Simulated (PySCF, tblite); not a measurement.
# C3H7NSSi2: geometry, infrared bands and NMR shifts

What infrared bands and NMR shifts should C3H7NSSi2 (`[SiH3][SiH2]c1cncs1`) show?

Computed with tblite 0.8.0 and PySCF 2.14.0, with density-fitted response routines of our own, on a single molecule in the gas phase. Atoms are numbered from 0 throughout.

## (1) The starting structure

14 atoms, charge 0, multiplicity 1; geometry from: force field or distance geometry start.

Bonds of the start (Å): Si0–Si1 2.30, Si1–C2 1.87, C2–C3 1.39, C3–N4 1.38, N4–C5 1.30, C5–S6 1.71, S6–C2 1.72, Si0–H7 1.50, Si0–H8 1.49, Si0–H9 1.50, Si1–H10 1.50, Si1–H11 1.48, C3–H12 1.07, C5–H13 1.09.

## (2) Geometry optimisation with GFN2-xTB

The job: settings as JSON, then the geometry in Å.

```
{"job": {"kind": "relax", "xc": "GFN2-xTB", "basis": "xTB"}, "charge": 0, "multiplicity": 1}
Si    -2.302500     1.207600     0.103100
Si    -1.229300    -0.822300     0.051900
C      0.612400    -0.543400     0.153800
C      1.597300    -0.417600    -0.814900
N      2.873100    -0.201500    -0.322200
C      2.842200    -0.154700     0.980400
S      1.313200    -0.364600     1.711300
H     -2.013500     1.950600     1.369300
H     -1.881100     2.053900    -1.043200
H     -3.788700     1.016500     0.016300
H     -1.672900    -1.691500     1.189600
H     -1.537300    -1.546600    -1.204900
H      1.443300    -0.495600    -1.868300
H      3.743200     0.008600     1.571100
```

Started as:

```
$ OMP_NUM_THREADS=1 python probes_run.py task.json out
```

This one command runs all jobs of the session in turn.

**Question.** This job is followed by: GFN2-xTB harmonic vibrations, gas phase; GIAO PBE0/pcSseg-1 NMR shielding, non-relativistic, gas phase. What will the session give for the following? strongest single infrared mode (GFN2-xTB); zero-point energy (GFN2-xTB); ¹³C shifts against TMS (PBE0/pcSseg-1); ¹H shifts against TMS (PBE0/pcSseg-1, means over atoms taken as alike); ²⁹Si shifts against TMS (PBE0/pcSseg-1); ¹⁵N shifts against NH3 (PBE0/pcSseg-1); ³³S shifts against CS2 (PBE0/pcSseg-1); surface potential, 1st and 99th percentile.

**Answer**, as computed:

| quantity | value |
| --- | --- |
| strongest single infrared mode (GFN2-xTB) | 680 cm⁻¹, 572 km/mol |
| zero-point energy (GFN2-xTB) | 52.7 kcal/mol |
| ¹³C shifts against TMS (PBE0/pcSseg-1) | 163.7, 154.9, 131.5 ppm |
| ¹H shifts against TMS (PBE0/pcSseg-1, means over atoms taken as alike) | 8.63, 8.11, 4.86, 3.48 ppm |
| ²⁹Si shifts against TMS (PBE0/pcSseg-1) | -84.1, -113.5 ppm |
| ¹⁵N shifts against NH3 (PBE0/pcSseg-1) | 361.5 ppm |
| ³³S shifts against CS2 (PBE0/pcSseg-1) | 312 ppm |
| surface potential, 1st and 99th percentile | -1.51 V and 1.29 V |

In words: Relaxing lowered the energy by 0.144 eV in 45 steps; the close pair that moved most is Si0–H9, from 1.501 to 1.465 Å. No mode is imaginary among the 36: a minimum at this level. The strongest single mode, at 680 cm⁻¹, is carried by H11, H10, Si1, S6. GFN2-xTB is a fitted tight-binding method: band positions and strengths are rough. Its intensities can rank the bands wrongly. At PBE0/pcSseg-1: The largest span, 617 ppm, is at N4, where the paramagnetic term is -426 ppm. NICS(1)zz of -30 ppm above the planar ring from C2 marks a diatropic (aromatic) ring current. At PBE0/pcSseg-1, counted by nearest atom on the grid, the HOMO lies on C2, C3 about 25 % each; C5 20 %, the LUMO on C2, C5 about 21 % each; S6 19 %.
